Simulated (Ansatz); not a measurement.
# CH₈GeOSi: a ladder of functionals and wavefunction methods

Aim: compute CH₈GeOSi with functionals from several rungs and with coupled cluster, and see how far each lands from CCSD(T) at the basis-set limit for the atomisation energy.

The runs use Ansatz 0.2.0, Gaussian basis; functionals in def2-TZVPP, the program's frozen cores in correlated methods.

The runs, in order: PBE-D4, r2SCAN-D4, PBE0-D4, B3LYP-D4, ωB97X-V, ωB97M-V, B2PLYP; CCSD(T)/def2-TZVPP; MP2/def2-QZVPP; extrapolation to the limit.

## 1. The relaxed structure

All runs share one geometry, relaxed beforehand with PBE0-D4 in a triple-zeta def2 set.

SMILES `O[SiH2][CH2][GeH3]`, 12 atoms, charge 0, spin multiplicity 1.

Atoms are counted from 1 here; the program's logs count them from 0.

Bond lengths: O1–Si2 1.651 Å, O1–H5 0.958 Å, Si2–C3 1.852 Å, Si2–H6 1.491 Å, Si2–H7 1.491 Å, C3–Ge4 1.960 Å, C3–H8 1.094 Å, C3–H9 1.094 Å, Ge4–H10 1.538 Å, Ge4–H11 1.538 Å, Ge4–H12 1.538 Å. Angles: Si2–O1–H5 117.7°, O1–Si2–C3 107.6°, O1–Si2–H6 110.6°, O1–Si2–H7 110.6°, C3–Si2–H6 110.3°, C3–Si2–H7 110.3°, H6–Si2–H7 107.5°, Si2–C3–Ge4 114.0°, Si2–C3–H8 109.5°, Si2–C3–H9 109.5°, Ge4–C3–H8 108.0°, Ge4–C3–H9 108.1°, H8–C3–H9 107.5°, C3–Ge4–H10 110.3°, C3–Ge4–H11 109.9°, C3–Ge4–H12 110.3°, H10–Ge4–H11 108.8°, H10–Ge4–H12 108.8° and more.

## 2. PBE-D4 (GGA)

in.yaml reads:

```yaml
crystal:
  periodic: [false, false, false]
  atoms:
    - {symbol: O, position_ang: [-2.613229, 0.262895, 0.538556]}
    - {symbol: Si, position_ang: [-0.984031, 0.384419, 0.776941]}
    - {symbol: C, position_ang: [-0.146800, -0.338341, -0.708147]}
    - {symbol: Ge, position_ang: [1.810497, -0.292721, -0.621067]}
    - {symbol: H, position_ang: [-3.190162, 0.598008, 1.225805]}
    - {symbol: H, position_ang: [-0.583578, 1.810115, 0.952617]}
    - {symbol: H, position_ang: [-0.576788, -0.351123, 2.008609]}
    - {symbol: H, position_ang: [-0.456330, -1.380233, -0.831238]}
    - {symbol: H, position_ang: [-0.459012, 0.205809, -1.604209]}
    - {symbol: H, position_ang: [2.308434, -1.097450, 0.591785]}
    - {symbol: H, position_ang: [2.404710, -0.904920, -1.901041]}
    - {symbol: H, position_ang: [2.304190, 1.158343, -0.489310]}
basis:
  gaussian: {orbitals: def2-TZVPP}
hamiltonian: {xc: pbe, dispersion: d4}
output: {forces: true, orbitals: {seedname: orbitals}}
```

Started as:

```
> ansatz run in.yaml --threads 4 --pin off --events-out ev --progress --plain --max-ram 10444MiB
```

After this run come: r2SCAN-D4 (meta-GGA); PBE0-D4 (hybrid); B3LYP-D4 (hybrid); ωB97X-V (range-separated); ωB97M-V (range-separated); B2PLYP (double hybrid); CCSD(T) in def2-TZVPP; MP2 in def2-QZVPP.

Before running them: what should the planned runs give, taken together? Wanted: atomisation energy, CCSD(T)/CBS; farthest; mean size of error, hybrid; mean size of error, range-separated; gap, smallest and largest; T1 diagnostic; triples share of the correlation energy.

The runs gave:

```
                               quantity                                          value
        atomisation energy, CCSD(T)/CBS                                  3988.6 kJ/mol
 functionals within 39.9 kJ/mol (1.0 %)  PBE-D4, r2SCAN-D4, B3LYP-D4, ωB97X-V, ωB97M-V
                               farthest                          B2PLYP (-72.8 kJ/mol)
             mean size of error, hybrid                                    51.7 kJ/mol
    mean size of error, range-separated                                    12.8 kJ/mol
              gap, smallest and largest           6.37 eV (PBE-D4), 13.15 eV (ωB97X-V)
                          T1 diagnostic                                         0.0111
triples share of the correlation energy                                          3.4 %
```

In words: PBE-D4 is off by -33.4 kJ/mol. Double hybrids carry the basis error of their MP2 part in triple zeta, and no dispersion term here, so their miss is partly the set-up's. Misses under about 39.9 kJ/mol are within the doubt on the reference itself, which lacks core-valence correlation, relativity and higher excitations, and its outer-core shells are covered unevenly. Hartree-Fock recovers 74 % of the binding; the rest is correlation. The gap grows from 6.4 to 13.2 eV across the functionals, mostly with the share of exact exchange. Correlated methods include outer-core shells of Ge, which these sets cover unevenly.
